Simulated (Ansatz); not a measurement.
# InSe: the cost of one run

Method: DFT PBE+D3(BJ), scalar-relativistic, plane waves, PAW, in Ansatz 0.2.0.

## 1. Starting point

The structure is hexagonal, space group P6_3/mmc (No. 194). Conventional cell: a = 4.050 Å, b = 4.050 Å, c = 16.930 Å, α = 90.00°, β = 90.00°, γ = 120.00°. In (site symmetry 3m) is surrounded by 3 Se at 2.52 Å. Se (site symmetry 3m) has 3 In at 2.52 Å in its first shell of neighbours.

Structure file:

```
In Se
1.0
     4.05000    0.00000    0.00000
    -2.02500    3.50740    0.00000
     0.00000    0.00000   16.93000
In Se
4 4
Direct
  0.33333 0.66667 0.15700
  0.66667 0.33333 0.65700
  0.33333 0.66667 0.34300
  0.66667 0.33333 0.84300
  0.33333 0.66667 0.60200
  0.66667 0.33333 0.10200
  0.33333 0.66667 0.89800
  0.66667 0.33333 0.39800
```

The structure rests on an entry of the Crystallography Open Database; cell or positions may have been set otherwise for this series.

## 2. Relaxing cell and atoms: InSe, no spin

input.yaml

```yaml
crystal:
  lattice:
    - [4.05, 0.0, 0.0]
    - [-2.025, 3.5074028853, 0.0]
    - [0.0, 0.0, 16.93]
  atoms:
    - { symbol: In, position: [0.3333333333, 0.6666666667, 0.157] }
    - { symbol: In, position: [0.6666666667, 0.3333333333, 0.657] }
    - { symbol: In, position: [0.3333333333, 0.6666666667, 0.343] }
    - { symbol: In, position: [0.6666666667, 0.3333333333, 0.843] }
    - { symbol: Se, position: [0.3333333333, 0.6666666667, 0.602] }
    - { symbol: Se, position: [0.6666666667, 0.3333333333, 0.102] }
    - { symbol: Se, position: [0.3333333333, 0.6666666667, 0.898] }
    - { symbol: Se, position: [0.6666666667, 0.3333333333, 0.398] }
scf:
  occupations: { method: fixed }
output:
  forces: true
  stress: true
  eigenvalues: true
  write_density: true
  write_potential: true
  elf: true
  volumetric_format: npy
hamiltonian:
  xc: pbe
  dispersion: d3bj
relax:
  f_tol: 0.001
  max_steps: 60
  cell: { stress_tol: 0.03 }
kpoints:
  mp_grid: { grid: [10, 10, 3] }
```

Run with:

```bash
> ansatz run input.yaml --threads 8 --pin off --max-ram 10240MiB --backend cpu --events-out ev --progress --plain --runs-dir out
```

Q: Estimate wall time and peak memory on 8 threads of Intel Xeon Platinum 8488C (Sapphire Rapids), shared host.

About 33 s, with a peak of 1.3 GiB.
